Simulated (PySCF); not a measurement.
# C4H5FSSi: the cost of one run

Computed with PySCF 2.14.0, with density-fitted response routines of our own, on a single molecule in the gas phase. Atoms are numbered from 0 throughout.

### 1 The molecule as given

12 atoms, charge 0, multiplicity 1; geometry from: GFN2-xTB. The atoms were then displaced at random by about 0.01 Å, so the start is not that level's minimum.

Bonds of the start (Å): F0–C1 1.30, C1–C2 1.35, C2–C3 1.46, C3–C4 1.34, C4–Si5 1.88, C4–S6 1.73, S6–C1 1.74, C2–H7 1.04, C3–H8 1.07, Si5–H9 1.45, Si5–H10 1.47, Si5–H11 1.47.

### 2 Optimising the geometry at PBE0-D3(BJ)/def2-SVP

Job settings and geometry (Å):

```
{"job": {"xc": "PBE0", "basis": "def2-SVP", "d3": "d3bj", "grid": 1, "shake": 0.01, "kind": "geom"}, "charge": 0, "multiplicity": 1}
F     -3.141710     1.194640    -0.752020
C     -2.007760     0.645980    -0.425980
C     -1.854850    -0.576070     0.126050
C     -0.432590    -0.844110     0.343420
C      0.374580     0.143010    -0.056250
Si     2.247180     0.224170     0.044960
S     -0.508520     1.485960    -0.702930
H     -2.628480    -1.231220     0.373190
H     -0.112380    -1.758290     0.800310
H      2.781520     0.378820    -1.295790
H      2.675760    -1.048470     0.647230
H      2.646940     1.357320     0.888780
```

Command:

```
$ OMP_NUM_THREADS=1 python probes_run.py task.json out
```

The driver reads the jobs from task.json and runs them one after another.

**Question.** How long does this first job take on 1 thread of Intel Xeon Platinum 8259CL at 2.50GHz, shared host, and how much memory does it need?

About 61 s, with a peak of 0.56 GiB.
